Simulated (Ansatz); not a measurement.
# SnAu: the cost of one run

Method: DFT LDA, scalar-relativistic, plane waves, PAW, in Ansatz 0.2.0.

The COD entry's cell or inner coordinates are ideal or old and differ from later refinements, so a difference from it is no clean test against experiment.

2 further runs of the same task are left out: 2 set aside as unsound or not needed.

### 1 The structure to begin with

Symmetry: P6_3/mmc, No. 194, hexagonal system. The conventional cell has a = 4.294 Å, b = 4.294 Å, c = 5.506 Å, α = 90.00°, β = 90.00°, γ = 120.00°. Sn (site symmetry -6m2) is surrounded by 6 Au at 2.84 Å. Au (site symmetry -3m) has 2 Au at 2.75 Å and 6 Sn at 2.84 Å in its first shell of neighbours.

Coordinates:

```
Sn Au
1.0
     4.29411    0.00000    0.00000
    -2.14706    3.71881    0.00000
     0.00000    0.00000    5.50604
Sn Au
2 2
Direct
  0.33333 0.66667 0.25000
  0.66667 0.33333 0.75000
  0.00000 0.00000 0.00000
  0.00000 0.00000 0.50000
```

It is the result of an earlier relaxation at this level (volume 21.98 Å³/atom; gap on the mesh: none (metal)).

### 2 The reference: the undisturbed cell on the scan's mesh

input.yaml

```yaml
crystal:
  lattice:
    - [4.2941130349, 0.0, 0.0]
    - [-2.1470565174, 3.7188109749, 0.0]
    - [0.0, 0.0, 5.5060357869]
  atoms:
    - { symbol: Sn, position: [0.3333333333, 0.6666666667, 0.25] }
    - { symbol: Sn, position: [0.6666666667, 0.3333333333, 0.75] }
    - { symbol: Au, position: [0.0, 0.0, 0.0] }
    - { symbol: Au, position: [0.0, 0.0, 0.5] }
basis:
  ecutwfc: 420
kpoints:
  mp_grid: { grid: [12, 12, 6] }
hamiltonian:
  xc: lda
scf:
  occupations: { method: gaussian, width: 0.15 }
output:
  forces: true
  stress: true
  eigenvalues: true
  write_density: true
  write_potential: true
  elf: true
  volumetric_format: npy
```

Started as:

```console
$ ansatz run input.yaml --threads 2 --pin off --max-ram 5120MiB --backend cpu --events-out ev --progress --plain --runs-dir out
```

**Question.** How long does this run take on 2 threads of AMD EPYC 9R45 (Zen 5), shared host, and how much memory does it need?

About 2.6 s, with a peak of 0.56 GiB.
